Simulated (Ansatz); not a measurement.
# CdH2OS: the cost of one run

All numbers are computed with Ansatz 0.2.0, driven from Python. Level of theory: Hartree-Fock/def2-SVP.

### 1 Starting point

Bond lengths: O1–Cd2 1.951 Å, Cd2–S3 2.357 Å, O1–H4 0.961 Å, S3–H5 1.332 Å. Angles: O1–Cd2–S3 112.3°, Cd2–O1–H4 118.5°, Cd2–S3–H5 85.8°.

The script holds or builds the structure itself.

### 2 The script

The input, cdh2os.py:

```python
# -*- coding: utf-8 -*-
import ansatz as az
import numpy as np

GEOMETRY = """
O    -0.08801   -1.30259    0.56139
Cd   -1.06252    0.21849   -0.17540
S     0.37304    1.97510   -0.81667
H    -0.58495   -2.08063    0.82648
H     1.36244    1.18963   -0.39580
"""

molecule = az.Crystal.molecule()
for line in GEOMETRY.strip().splitlines():
    symbol, *xyz = line.split()
    molecule = molecule.atom(symbol, [float(v) for v in xyz])

setup = molecule.calculation()
setup = setup.basis(gaussian="def2-SVP")
setup = setup.functional("hf")
symbols = [site.symbol for site in molecule.cartesian_sites]
start = np.array([site.position_ang for site in molecule.cartesian_sites], dtype=float)
data = setup.relax(force_tolerance=0.01, max_steps=100).run(threads=1, pin="off").report
end = np.array(data["positions_ang"])

away = sum((end[0] - end[j]) / np.linalg.norm(end[0] - end[j]) for j in [1, 3]) + np.array([0.15, 0.1, -0.2])
proton = end[0] + 1.0 * away / np.linalg.norm(away)
acid = az.Crystal.molecule()
for symbol, place in zip(symbols, end):
    acid = acid.atom(symbol, place.tolist())
acid = acid.atom("H", proton.tolist())
protonated = (
    acid.calculation()
    .basis(gaussian="def2-SVP")
    .functional("hf")
    .charge(1)
    .relax(force_tolerance=0.01, max_steps=80)
)
after = protonated.run(threads=1, pin="off").report
xyz = np.array(after["positions_ang"])
reach = np.linalg.norm(xyz[:-1] - xyz[-1], axis=1)
print(f"base {data['free_energy_ev']:.5f} eV, protonated {after['free_energy_ev']:.5f} eV")
print(f"the proton ends {reach.min():.3f} A from {symbols[reach.argmin()]}{reach.argmin()}")
print(f"electronic proton affinity {96.485332 * (data['free_energy_ev'] - after['free_energy_ev']):.1f} kJ/mol")
```

### 3 The calls as engine input

The engine receives this input (first run):

```yaml
crystal:
  periodic: [false, false, false]
  atoms:
    - { symbol: O, position_ang: [-0.08801, -1.30259, 0.56139] }
    - { symbol: Cd, position_ang: [-1.06252, 0.21849, -0.1754] }
    - { symbol: S, position_ang: [0.37304, 1.9751, -0.81667] }
    - { symbol: H, position_ang: [-0.58495, -2.08063, 0.82648] }
    - { symbol: H, position_ang: [1.36244, 1.18963, -0.3958] }
basis:
  gaussian:
    orbitals: def2-SVP
hamiltonian:
  xc: hf
relax:
  f_tol: 0.01
  max_steps: 100
```

### 4 Running it

On the command line:

```console
$ python cdh2os.py
```

Q: Estimate wall time and peak memory on 1 thread of Intel Xeon 6975P-C (Granite Rapids), shared host.

About 26 s, with a peak of 0.23 GiB.
